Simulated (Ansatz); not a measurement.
# C2H5ClSi: basis-set convergence

An exercise on one series of results from a longer session: the logs are not shown, and one member is left open.

Program: Ansatz 0.2.0, Gaussian basis. Level of theory: one geometry, several basis sets. These are calculated values, not measurements.

The runs, in order: PBE0-D4/def2-SVP; ωB97M-V/def2-SVP; PBE0-D4/def2-QZVPP; ωB97M-V/def2-QZVPP; the functionals' def2-TZVPP values are taken from earlier runs.

## Structure used throughout

The geometry comes from an earlier relaxation with PBE0-D4 in a triple-zeta def2 set; it is a stationary point, not always the lowest conformer.

SMILES `C=C[SiH2]Cl`, 9 atoms, charge 0, spin multiplicity 1.

Atoms are counted from 1 here; the program's logs count them from 0.

Bond lengths: C1–C2 1.330 Å, C1–H5 1.087 Å, C1–H6 1.086 Å, C2–Si3 1.848 Å, C2–H7 1.088 Å, Si3–Cl4 2.061 Å, Si3–H8 1.483 Å, Si3–H9 1.483 Å. Angles: C2–C1–H5 121.7°, C2–C1–H6 122.2°, H5–C1–H6 116.1°, C1–C2–Si3 121.7°, C1–C2–H7 118.8°, Si3–C2–H7 119.5°, C2–Si3–Cl4 110.3°, C2–Si3–H8 111.9°, C2–Si3–H9 109.2°, Cl4–Si3–H8 106.4°, Cl4–Si3–H9 108.3°, H8–Si3–H9 110.7°.

Set-up of the first run:

Input file in.yaml:

```yaml
crystal:
  periodic: [false, false, false]
  atoms:
    - {symbol: C, position_ang: [0.396253, 1.358017, -0.670863]}
    - {symbol: C, position_ang: [0.503513, 0.462482, 0.307217]}
    - {symbol: Si, position_ang: [-0.556180, -1.050873, 0.359203]}
    - {symbol: Cl, position_ang: [0.613180, -2.745450, 0.263120]}
    - {symbol: H, position_ang: [-0.307765, 1.229128, -1.488509]}
    - {symbol: H, position_ang: [1.004387, 2.257736, -0.701778]}
    - {symbol: H, position_ang: [1.229056, 0.635327, 1.099753]}
    - {symbol: H, position_ang: [-1.324836, -1.144212, 1.623700]}
    - {symbol: H, position_ang: [-1.469210, -1.048356, -0.808945]}
basis:
  gaussian: {orbitals: def2-SVP}
hamiltonian: {xc: pbe0, dispersion: d4}
output: {orbitals: {seedname: orbitals}}
```

Among the steps run: PBE0-D4 in def2-SVP; ωB97M-V in def2-SVP; PBE0-D4 in def2-QZVPP; ωB97M-V in def2-QZVPP.

One of the session's tables, all rows but one given; the rest of the session is left out.

It belongs to the step «Density functionals: the series». 

```
functional       basis  HOMO (eV)
   PBE0-D4    def2-SVP      -8.32
   PBE0-D4  def2-TZVPP      -8.38
   PBE0-D4  def2-QZVPP          ?
   ωB97M-V    def2-SVP     -10.53
   ωB97M-V  def2-TZVPP     -10.61
   ωB97M-V  def2-QZVPP     -10.63
```

Estimate the missing values for PBE0-D4, def2-QZVPP.

The run gave: HOMO (eV): -8.39. In the column «HOMO (eV)» it lies between ωB97M-V, def2-SVP (-10.53) and PBE0-D4, def2-TZVPP (-8.38).
